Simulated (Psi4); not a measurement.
# CH3In (SMILES C[In]), step by step, part 2 of 2

Psi4 1.11. The steps go on from the part before.

**3. Vibrational wavenumbers at B3LYP-D3(BJ)/def2-SVP (density fitting, core potential) (run 2)**

ch3in.xyz

```xyz
5
CH3In
C     -0.214784     0.085962    -0.082943
In     1.777020    -0.711169     0.686259
H     -1.011973    -0.028988     0.674116
H     -0.537541    -0.452193    -0.992933
H     -0.146129     1.159791    -0.336010
```

job.py

```python
import psi4

psi4.set_memory('1600 MB')
psi4.set_num_threads(1)
psi4.core.set_output_file('output.dat', False)

with open('ch3in.xyz') as f:
    atoms = ''.join(f.readlines()[2:])
geom = psi4.geometry('0 1\n' + atoms + '')

psi4.set_options({
    't': 298.15,
    'rotational_symmetry_number': 3,
})

result, w = psi4.frequencies('b3lyp-d3(bj)/def2-SVP', molecule=geom, return_wfn=True)
print(f'b3lyp-d3(bj)/def2-SVP energy: {result:.10f} Eh')
print('wavenumbers / cm^-1:', w.frequencies().np.round(1))
for k in ('ZPVE', 'ENTHALPY', 'GIBBS FREE ENERGY'):
    print(f'{k}: {psi4.variable(k):.8f} Eh')
```

Run with:

```console
$ python job.py
```

output.dat:

```text
Psi4 1.11 release

gradient() will perform analytic gradient computation.

   => Loading Basis Set <=

    Name: DEF2-SVP
    Role: ORBITAL
    Keyword: BASIS

    !!!  WARNING: ECP capability is in beta. Please check occupations closely.  !!!

   => B3LYP-D3(BJ): Empirical Dispersion <=

        s6 =       1.000000
        s8 =       1.988900
        a1 =       0.398100
        a2 =       4.421100

         ---------------------------------------------------------
                                   SCF
                              RKS Reference
                        1 Threads,   1525 MiB Core
         ---------------------------------------------------------

  ==> Geometry <==

    Molecular point group: c1
    Full point group: C1

    Geometry (in Bohr), charge = 0, multiplicity = 1:

       Center              X                  Y                   Z               Mass
    ------------   -----------------  -----------------  -----------------  -----------------
         C           -3.313327479124     1.326012145014    -1.279552570751    12.000000000000
         IN           0.450636576467    -0.180347131098     0.174028544403   114.903878776000
         H           -4.819796359352     1.108788126893     0.151081600062     1.007825032230
         H           -3.923249814199     0.309046581968    -2.999184447657     1.007825032230
         H           -3.183588331981     3.355254860588    -1.757779892143     1.007825032230

  Running in c1 symmetry.

  Rotational constants: A =      5.25463  B =      0.22187  C =      0.22187 [cm^-1]
  Rotational constants: A = 157529.78236  B =   6651.46264  C =   6651.46225 [MHz]
  Nuclear repulsion =   50.373337786203884

  Charge       = 0
  Multiplicity = 1
  Electrons    = 30
  Nalpha       = 15
  Nbeta        = 15

  ==> Algorithm <==

  SCF Algorithm Type is DF.
  DIIS enabled.
  MOM disabled.
  Fractional occupation disabled.
  Guess Type is SAD.
  Energy threshold   = 1.00e-08
  Density threshold  = 1.00e-08
  Integral threshold = 1.00e-12

  ==> Primary Basis <==

  Basis Set: DEF2-SVP
    Blend: DEF2-SVP
    Number of shells: 25
    Number of basis functions: 55
    Number of Cartesian functions: 58
    Spherical Harmonics?: true
    Max angular momentum: 2

  Core potential: DEF2-SVP
    Number of shells: 4
    Number of ECP primitives: 18
    Number of ECP core electrons: 28
    Max angular momentum: 3

  ==> DFT Potential <==

   => LibXC <=

    Version 7.1.2

   => Composite Functional: B3LYP-D3BJ2B <=

    B3LYP-d3bj2b Hyb-GGA Exchange-Correlation Functional

    Deriv               =              1
    GGA                 =           TRUE
    Meta                =          FALSE

    Exchange Hybrid     =           TRUE
    MP2 Hybrid          =          FALSE

   => Exchange Functionals <=

    0.0800   Slater exchange
    0.7200         Becke 88

   => Exact (HF) Exchange <=

    0.2000               HF

   => Correlation Functionals <=

    0.1900   Vosko, Wilk & Nusair (VWN5_RPA)
    0.8100   Lee, Yang & Parr

   => LibXC Density Thresholds  <==

    XC_HYB_GGA_XC_B3LYP:  1.00E-15

   => Molecular Quadrature <=

    Radial Scheme          =       TREUTLER
    Pruning Scheme         =           NONE
    Nuclear Scheme         =       TREUTLER

    Blocking Scheme        =         OCTREE
    BS radius alpha        =              1
    Pruning alpha          =              1
    Radial Points          =             75
    Spherical Points       =            302
    Total Points           =         108549
    Total Blocks           =            873
    Max Points             =            256
    Max Functions          =             55
    Weights Tolerance      =       1.00E-15

   => Loading Basis Set <=

    Name: (DEF2-SVP AUX)
    Role: JKFIT
    Keyword: DF_BASIS_SCF

  ==> Integral Setup <==

  DFHelper Memory: AOs need 0.009 GiB; user supplied 0.959 GiB.
  SCF_SUBTYPE=INCORE selected. In-core MEM_DF algorithm will be used.
  Using in-core AOs.

  ==> MemDFJK: Density-Fitted J/K Matrices <==

    J tasked:                   Yes
    K tasked:                   Yes
    wK tasked:                   No
    Memory [MiB]:               981
    Algorithm:                 Core
    Schwarz Cutoff:           1E-12
    Mask sparsity (%):       0.0000
    Fitting Condition:        1E-10

   => Auxiliary Basis Set <=

  Basis Set: (DEF2-SVP AUX)
    Blend: DEF2-UNIVERSAL-JKFIT
    Number of shells: 89
    Number of basis functions: 347
    Number of Cartesian functions: 458
    Spherical Harmonics?: true
    Max angular momentum: 5

  Cached 100.0% of DFT collocation blocks in 0.159 [GiB].

  Minimum eigenvalue in the overlap matrix is 1.4911086863E-02.
  Reciprocal condition number of the overlap matrix is 2.9171963366E-03.
    Using symmetric orthogonalization.

  ==> Pre-Iterations <==

  SCF Guess: Superposition of Atomic Densities via on-the-fly atomic UHF (no occupation information).

   -------------------------
    Irrep   Nso     Nmo
   -------------------------
     A         55      55
   -------------------------
    Total      55      55
   -------------------------

  ==> Iterations <==

                           Total Energy        Delta E     RMS |[F,P]|

   @DF-RKS iter SAD:  -228.84807041774781   -2.28848e+02   0.00000e+00
[... 48 lines left out ...]
    One-Electron Energy =                -488.4136611109253181
[... 202 lines left out ...]
   @DF-RKS iter   3:  -230.07206236458930   -9.52166e-01   1.72997e-03 ADIIS/DIIS
[... 28 lines left out ...]
    Empirical Dispersion Energy =          -0.0053490474706718
[... 165 lines left out ...]
   @DF-RKS iter   6:  -230.07979764682881   -3.52270e-05   2.20996e-05 DIIS
[... 42 lines left out ...]
 Dipole X            :         22.4025302          -22.3383389            0.0641913
[... 151 lines left out ...]
   @DF-RKS iter   9:  -230.07979826732677   -9.72335e-10   6.06300e-08 DIIS
[... 84 lines left out ...]
    Weights Tolerance      =       1.00E-15
[... 115 lines left out ...]
    Final Occupation by Irrep:
[... 173 lines left out ...]
   @DF-RKS iter SAD:  -228.83542565032781   -2.28835e+02   0.00000e+00
[... 28 lines left out ...]
    One-Electron Energy =                -488.4081799059212017
[... 165 lines left out ...]
   @DF-RKS iter   3:  -230.07205771534851   -9.53649e-01   1.72965e-03 ADIIS/DIIS
[... 28 lines left out ...]
    Empirical Dispersion Energy =          -0.0053490528210430
[... 165 lines left out ...]
   @DF-RKS iter   6:  -230.07979708411025   -3.70962e-05   2.30387e-05 DIIS
[... 42 lines left out ...]
 Dipole X            :         22.4005563          -22.3362845            0.0642719
[... 151 lines left out ...]
   @DF-RKS iter   9:  -230.07979794997286   -9.69749e-10   6.05118e-08 DIIS
[... 84 lines left out ...]
    Weights Tolerance      =       1.00E-15
[... 115 lines left out ...]
    Final Occupation by Irrep:
[... 173 lines left out ...]
   @DF-RKS iter SAD:  -228.84947389108203   -2.28849e+02   0.00000e+00
[... 28 lines left out ...]
    One-Electron Energy =                -488.4209131126644934
[... 165 lines left out ...]
   @DF-RKS iter   3:  -230.07205192588037   -9.53503e-01   1.73025e-03 ADIIS/DIIS
[... 28 lines left out ...]
    Empirical Dispersion Energy =          -0.0053494127053605
[... 149 lines left out ...]
   @DF-RKS iter   7:  -230.07979646653732   -8.47235e-07   4.39910e-06 DIIS
[... 42 lines left out ...]
 Dipole Y            :         -8.9679241            8.9418727           -0.0260514
[... 151 lines left out ...]
   @DF-RKS iter  10:  -230.07979744369553   -8.92442e-12   9.06516e-09 DIIS
[... 159 lines left out ...]
    Weights Tolerance      =       1.00E-15
[... 45 lines left out ...]
  @DF-RKS Final Energy:  -230.07979744665684
[... 168 lines left out ...]
   @DF-RKS iter   1:  -229.71628708542420   -8.68399e-01   1.45155e-02 ADIIS/DIIS
[... 28 lines left out ...]
    Two-Electron Energy =                 226.8602389503741392
[... 165 lines left out ...]
   @DF-RKS iter   4:  -230.07857448316136   -6.52838e-03   8.34203e-04 ADIIS/DIIS
[... 28 lines left out ...]
    VV10 Nonlocal Energy =                  0.0000000000000000
[... 165 lines left out ...]
   @DF-RKS iter   7:  -230.07979644314219   -8.51304e-07   4.40542e-06 DIIS
[... 42 lines left out ...]
 Dipole Y            :         -8.9680262            8.9418727           -0.0261535
[... 151 lines left out ...]
   @DF-RKS iter  10:  -230.07979648813543   -8.15703e-12   5.34373e-09 DIIS
[... 159 lines left out ...]
    Weights Tolerance      =       1.00E-15
[... 40 lines left out ...]
    Final Occupation by Irrep:
[... 173 lines left out ...]
   @DF-RKS iter SAD:  -228.84821761337909   -2.28848e+02   0.00000e+00
[... 28 lines left out ...]
    One-Electron Energy =                -488.4179713690541575
[... 165 lines left out ...]
   @DF-RKS iter   3:  -230.07205214606844   -9.53290e-01   1.73007e-03 ADIIS/DIIS
[... 28 lines left out ...]
    Empirical Dispersion Energy =          -0.0053488221228519
[... 165 lines left out ...]
   @DF-RKS iter   6:  -230.07979456266921   -3.56557e-05   2.22852e-05 DIIS
[... 42 lines left out ...]
 Dipole X            :         22.4079951          -22.3432313            0.0647638
[... 151 lines left out ...]
   @DF-RKS iter   9:  -230.07979660398294   -9.73984e-10   6.09354e-08 DIIS
[... 84 lines left out ...]
    Weights Tolerance      =       1.00E-15
[... 135 lines left out ...]
    Final Occupation by Irrep:
[... 117 lines left out ...]
  projected mass-weighted Hessian: Symmetric? True   Hermitian? True   Lin Dep Dim?  6 (6)
[... 42 lines left out ...]
  Vibration                       13                  14                  15
  Freq [cm^-1]                2988.4947           3083.1668           3083.1924
  Irrep                           A                   A                   A
  Reduced mass [u]              1.0320              1.1007              1.1007
  Force const [mDyne/A]         5.4304              6.1649              6.1650
  Turning point v=0 [a0]        0.1976              0.1884              0.1884
  RMS dev v=0 [a0 u^1/2]        0.1419              0.1397              0.1397
  IR activ [km/mol]            30.2110             28.6564             28.6231
  Char temp [K]               4299.7785           4435.9905           4436.0275
  ----------------------------------------------------------------------------------
      1   C                0.04 -0.02  0.02   -0.02 -0.08 -0.03   -0.04 -0.02  0.08
      2   IN              -0.00  0.00 -0.00   -0.00 -0.00 -0.00   -0.00 -0.00  0.00
      3   H               -0.40 -0.07  0.41    0.03 -0.01 -0.04    0.59  0.08 -0.55
      4   H               -0.15 -0.30 -0.47    0.19  0.32  0.57   -0.14 -0.23 -0.36
      5   H                0.06  0.56 -0.12    0.05  0.70 -0.18    0.02  0.36 -0.07

  ==> Thermochemistry Components <==

  Entropy, S
    Electronic S                             0.000 [cal/(mol K)]        0.000 [J/(mol K)]       0.00000000 [mEh/K] (multiplicity = 1)
    Translational S                         40.498 [cal/(mol K)]      169.445 [J/(mol K)]       0.06453828 [mEh/K] (mol. weight = 129.9274 [u], P = 101325.00 [Pa])
    Rotational S                            19.178 [cal/(mol K)]       80.239 [J/(mol K)]       0.03056153 [mEh/K] (symmetry no. = 3)
    Vibrational S                            2.446 [cal/(mol K)]       10.236 [J/(mol K)]       0.00389860 [mEh/K]
  Total S                                   62.122 [cal/(mol K)]      259.920 [J/(mol K)]       0.09899841 [mEh/K]
  Correction S                               0.000 [cal/(mol K)]        0.000 [J/(mol K)]       0.00000000 [mEh/K]

  Constant volume heat capacity, Cv
    Electronic Cv                            0.000 [cal/(mol K)]        0.000 [J/(mol K)]       0.00000000 [mEh/K]
    Translational Cv                         2.981 [cal/(mol K)]       12.472 [J/(mol K)]       0.00475022 [mEh/K]
    Rotational Cv                            2.981 [cal/(mol K)]       12.472 [J/(mol K)]       0.00475022 [mEh/K]
    Vibrational Cv                           4.495 [cal/(mol K)]       18.807 [J/(mol K)]       0.00716325 [mEh/K]
  Total Cv                                  10.457 [cal/(mol K)]       43.750 [J/(mol K)]       0.01666368 [mEh/K]
  Correction Cv                              0.000 [cal/(mol K)]        0.000 [J/(mol K)]       0.00000000 [mEh/K]

  Constant pressure heat capacity, Cp
    Electronic Cp                            0.000 [cal/(mol K)]        0.000 [J/(mol K)]       0.00000000 [mEh/K]
    Translational Cp                         4.968 [cal/(mol K)]       20.786 [J/(mol K)]       0.00791703 [mEh/K]
    Rotational Cp                            2.981 [cal/(mol K)]       12.472 [J/(mol K)]       0.00475022 [mEh/K]
    Vibrational Cp                           4.495 [cal/(mol K)]       18.807 [J/(mol K)]       0.00716325 [mEh/K]
  Total Cp                                  12.444 [cal/(mol K)]       52.065 [J/(mol K)]       0.01983050 [mEh/K]
  Correction Cp                              0.000 [cal/(mol K)]        0.000 [J/(mol K)]       0.00000000 [mEh/K]

  ==> Thermochemistry Energy Analysis <==

  Raw electronic energy, E_e
  Total E_e, Electronic energy at well bottom                                          -230.07979874 [Eh]

  Zero-point vibrational energy, ZPVE = Sum_i omega_i / 2,  E_0 = E_e + ZPVE
    Vibrational ZPVE                        20.723 [kcal/mol]       86.707 [kJ/mol]       0.03302481 [Eh]        7248.109 [cm^-1]
  Correction ZPVE to E_e                    20.723 [kcal/mol]       86.707 [kJ/mol]       0.03302481 [Eh]        7248.109 [cm^-1]
  Total E_0, Enthalpy at 0 [K]                                                         -230.04677392 [Eh]
  *** Absolute enthalpy, not an enthalpy of formation ***

  Thermal (internal) energy, E (includes ZPVE and finite-temperature corrections)
    Electronic contrib to E beyond E_e       0.000 [kcal/mol]        0.000 [kJ/mol]       0.00000000 [Eh]
    Translational contrib to E               0.889 [kcal/mol]        3.718 [kJ/mol]       0.00141628 [Eh]
    Rotational contrib to E                  0.889 [kcal/mol]        3.718 [kJ/mol]       0.00141628 [Eh]
    Vibrational contrib to E                21.236 [kcal/mol]       88.853 [kJ/mol]       0.03384215 [Eh]
  Correction E                              23.014 [kcal/mol]       96.289 [kJ/mol]       0.03667471 [Eh]
  Total E, Thermal (internal) energy at  298.15 [K]                                    -230.04312403 [Eh]

  Enthalpy, H_trans = E_trans + k_B * T = E_trans + P * V
    Electronic contrib to H beyond E_e       0.000 [kcal/mol]        0.000 [kJ/mol]       0.00000000 [Eh]
    Translational contrib to H               1.481 [kcal/mol]        6.197 [kJ/mol]       0.00236046 [Eh]
    Rotational contrib to H                  0.889 [kcal/mol]        3.718 [kJ/mol]       0.00141628 [Eh]
    Vibrational contrib to H                21.236 [kcal/mol]       88.853 [kJ/mol]       0.03384215 [Eh]
  Correction H                              23.606 [kcal/mol]       98.768 [kJ/mol]       0.03761889 [Eh]
  Total H, Enthalpy at  298.15 [K]                                                     -230.04217985 [Eh]
  *** Absolute enthalpy, not an enthalpy of formation ***

  Gibbs free energy, G = H - T * S
    Electronic contrib to G beyond E_e       0.000 [kcal/mol]        0.000 [kJ/mol]       0.00000000 [Eh]
    Translational contrib to G             -10.593 [kcal/mol]      -44.323 [kJ/mol]      -0.01688163 [Eh]
    Rotational contrib to G                 -4.829 [kcal/mol]      -20.205 [kJ/mol]      -0.00769564 [Eh]
    Vibrational contrib to G                20.507 [kcal/mol]       85.801 [kJ/mol]       0.03267979 [Eh]
  Correction G                               5.084 [kcal/mol]       21.273 [kJ/mol]       0.00810252 [Eh]
  Total G, Gibbs energy at  298.15 [K]                                                 -230.07169622 [Eh]
  *** Absolute Gibbs energy, not a free energy of formation ***

[set-up sections that repeat, and orbital energies of the middle runs, are left out above]
```

Standard output:

```text
Warning: used thermodynamics relations inappropriate for low-frequency modes: ['409.0143' '478.0387' '478.3630']
b3lyp-d3(bj)/def2-SVP energy: -230.0797987363 Eh
wavenumbers / cm^-1: [ 409.   478.   478.4 1138.8 1418.6 1418.6 2988.5 3083.2 3083.2]
ZPVE: 0.03302481 Eh
ENTHALPY: -230.04217985 Eh
GIBBS FREE ENERGY: -230.07169622 Eh
```

It took 62 s on 1 thread of Intel Xeon 6975P-C (Granite Rapids), shared host; peak memory 0.41 GiB.

**4. Outcome**

What follows sums up all 2 parts.

| quantity | value |
| --- | --- |
| run 1, B3LYP-D3(BJ)/def2-SVP: total energy at the end | -230.07980 Eh |
| run 1, B3LYP-D3(BJ)/def2-SVP: dipole moment | 0.19 D |
| run 1, B3LYP-D3(BJ)/def2-SVP: HOMO energy | -5.17 eV |
| run 1, B3LYP-D3(BJ)/def2-SVP: LUMO energy | -1.66 eV |
| run 1, B3LYP-D3(BJ)/def2-SVP: HOMO–LUMO gap | 3.51 eV |
| run 1, B3LYP-D3(BJ)/def2-SVP: dispersion energy | -14.04 kJ/mol |
| run 2, B3LYP-D3(BJ)/def2-SVP: lowest harmonic wavenumber | 409 cm⁻¹ |
| run 2, B3LYP-D3(BJ)/def2-SVP: highest harmonic wavenumber | 3083 cm⁻¹ |
| run 2, B3LYP-D3(BJ)/def2-SVP: zero-point energy | 86.7 kJ/mol |
| run 2, B3LYP-D3(BJ)/def2-SVP: ideal-gas entropy at 298.15 K (symmetry number 3 as used) | 62.1 cal/(mol K) |

In words: The optimisation (run 1, B3LYP-D3(BJ)/def2-SVP) took 3 steps and changed the energy by -0.012 eV. All 9 modes (run 2, B3LYP-D3(BJ)/def2-SVP) are real, so the shape is a minimum at this level.
